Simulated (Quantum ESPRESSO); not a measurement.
**SbSe2 in Quantum ESPRESSO: the effect of functional**

SbSe2:

```xyz
3
Lattice="0.0000 3.5704 3.5704 3.5704 0.0000 3.5704 3.5704 3.5704 0.0000" Properties=species:S:1:pos:R:3 pbc="T T T"
Sb    0.0000    0.0000    0.0000
Se    1.7852    1.7852    1.7852
Se    5.3555    5.3555    5.3555
```

The cell was built by a generator and needn't be a form met in nature.

Alike in all runs:

- Program: Quantum ESPRESSO 7.5
- Task: phonons
- Cutoff: 612 eV
- Density cutoff: 4898 eV
- k mesh: 2 × 2 × 2, shifted
- Occupations: fermi-dirac, width 0.05 eV
- Spin: no spin polarisation

Each run relaxes the cell or the atoms first.

One run gave: relaxed volume 29.89 Å³/atom; highest phonon frequency 80 cm⁻¹. Which functional did it use?
A. PBE
B. BLYP
C. revPBE
D. AM05
E. vdW-DF-cx

B.

```tsv
functional	potentials or basis	relaxed volume (Å³/atom)	highest phonon frequency (cm⁻¹)
LDA	GBRV 1.5 LDA	25.42	110
PBE	GBRV 1.5 PBE	27.38	96
PBEsol	GBRV 1.5 PBEsol	25.97	106
revPBE	GBRV 1.5 PBE	27.96	91
BLYP	GBRV 1.5 PBE	29.89	80
AM05	GBRV 1.5 PBE	26.09	103
vdW-DF-cx	GBRV 1.5 PBE	26.36	109
```

Caveats: all runs use coarse meshes; the mesh is thin for the phonons of a metal; the potentials were made for another functional, which shifts forces and pressure (some runs); some modes are imaginary (some runs); the volume moved by over 15 % at a fixed basis, so the end points are rough (some runs); before the sum rule the acoustic modes lie tens of cm⁻¹ from zero, a sign that the density grid also shifts the optical modes (some runs).
